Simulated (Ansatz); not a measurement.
# NbCr3: a two-dimensional strain map

This session takes NbCr3 and sets out to map the energy over biaxial and axial strain.

Method: DFT PBEsol, scalar-relativistic, plane waves, PAW, in Ansatz 0.2.0.

1 further run of the same task is left out (it didn't finish).

**1. The system as given**

The structure is cubic, space group Fm-3m (No. 225). Conventional cell: a = 5.880 Å, b = 5.880 Å, c = 5.880 Å, α = 90.00°, β = 90.00°, γ = 90.00°. Nb (site symmetry m-3m) is surrounded by 8 Cr at 2.55 Å. Cr (site symmetry -43m) is surrounded by 4 Nb at 2.55 Å and 4 Cr at 2.55 Å. Around Cr (site symmetry m-3m) lie 8 Cr at 2.55 Å.

Coordinates:

```
Nb Cr
1.0
     0.00000    2.94021    2.94021
     2.94021    0.00000    2.94021
     2.94021    2.94021    0.00000
Nb Cr
1 3
Direct
  0.00000 0.00000 0.00000
  0.75000 0.75000 0.75000
  0.25000 0.25000 0.25000
  0.50000 0.50000 0.50000
```

It goes back to an entry of the Materials Project, which need not be the stable form.

This cell was relaxed beforehand with the same method: volume 12.71 Å³/atom, gap on the mesh none (metal).

**2. Zero of the scan**

File input.yaml:

```yaml
crystal:
  lattice:
    - [0.0, 2.9402114722, 2.9402114722]
    - [2.9402114722, 0.0, 2.9402114722]
    - [2.9402114722, 2.9402114722, 0.0]
  atoms:
    - { symbol: Nb, position: [0.0, 0.0, 0.0] }
    - { symbol: Cr, position: [0.75, 0.75, 0.75] }
    - { symbol: Cr, position: [0.25, 0.25, 0.25] }
    - { symbol: Cr, position: [0.5, 0.5, 0.5] }
basis:
  ecutwfc: 420
kpoints:
  mp_grid: { grid: [14, 14, 14] }
hamiltonian:
  xc: pbesol
scf:
  occupations: { method: gaussian, width: 0.15 }
output:
  forces: true
  stress: true
  eigenvalues: true
```

**3. The scan: a two-dimensional strain map**

The cell is strained by p along both x and y and by q along z, with fractional coordinates fixed.

**4. Point p = -0.030, q = -0.030**

input.yaml, as its differences from that of step 2:

```diff
@@ -2,5 +2,5 @@
   lattice:
-    - [0.0, 2.9402114722, 2.9402114722]
-    - [2.9402114722, 0.0, 2.9402114722]
-    - [2.9402114722, 2.9402114722, 0.0]
+    - [0.0, 2.852005128, 2.852005128]
+    - [2.852005128, 0.0, 2.852005128]
+    - [2.852005128, 2.852005128, 0.0]
   atoms:
```

**5. At p = -0.030, q = -0.015**

input.yaml, as its differences from that of step 4:

```diff
@@ -2,4 +2,4 @@
   lattice:
-    - [0.0, 2.852005128, 2.852005128]
-    - [2.852005128, 0.0, 2.852005128]
+    - [0.0, 2.852005128, 2.8961083001]
+    - [2.852005128, 0.0, 2.8961083001]
     - [2.852005128, 2.852005128, 0.0]
```

**6. p = -0.030, q = 0.000**

input.yaml, as its differences from that of step 5:

```diff
@@ -2,4 +2,4 @@
   lattice:
-    - [0.0, 2.852005128, 2.8961083001]
-    - [2.852005128, 0.0, 2.8961083001]
+    - [0.0, 2.852005128, 2.9402114722]
+    - [2.852005128, 0.0, 2.9402114722]
     - [2.852005128, 2.852005128, 0.0]
```

**7. p = -0.030, q = 0.015**

input.yaml, as its differences from that of step 6:

```diff
@@ -2,4 +2,4 @@
   lattice:
-    - [0.0, 2.852005128, 2.9402114722]
-    - [2.852005128, 0.0, 2.9402114722]
+    - [0.0, 2.852005128, 2.9843146443]
+    - [2.852005128, 0.0, 2.9843146443]
     - [2.852005128, 2.852005128, 0.0]
```

**8. p = -0.030, q = 0.030**

input.yaml, as its differences from that of step 7:

```diff
@@ -2,4 +2,4 @@
   lattice:
-    - [0.0, 2.852005128, 2.9843146443]
-    - [2.852005128, 0.0, 2.9843146443]
+    - [0.0, 2.852005128, 3.0284178164]
+    - [2.852005128, 0.0, 3.0284178164]
     - [2.852005128, 2.852005128, 0.0]
```

**9. Point p = -0.015, q = -0.030**

input.yaml, as its differences from that of step 8:

```diff
@@ -2,5 +2,5 @@
   lattice:
-    - [0.0, 2.852005128, 3.0284178164]
-    - [2.852005128, 0.0, 3.0284178164]
-    - [2.852005128, 2.852005128, 0.0]
+    - [0.0, 2.8961083001, 2.852005128]
+    - [2.8961083001, 0.0, 2.852005128]
+    - [2.8961083001, 2.8961083001, 0.0]
   atoms:
```

**10. p = -0.015, q = -0.015**

input.yaml, as its differences from that of step 9:

```diff
@@ -2,4 +2,4 @@
   lattice:
-    - [0.0, 2.8961083001, 2.852005128]
-    - [2.8961083001, 0.0, 2.852005128]
+    - [0.0, 2.8961083001, 2.8961083001]
+    - [2.8961083001, 0.0, 2.8961083001]
     - [2.8961083001, 2.8961083001, 0.0]
```

(Steps that only read results are left out.)

**Question.** What will these runs give? Wanted: highest point; lowest point away from the origin.

The runs gave:

```
                         quantity                                       value
                    highest point  85.9 meV/atom at (p, q) = (-0.030, -0.030)
lowest point away from the origin           20.6 meV/atom at (-0.015, -0.015)
```

In words: The undisturbed cell is the lowest computed point. Spin polarisation is off in the runs that give these values; a magnetic solution could lie lower.
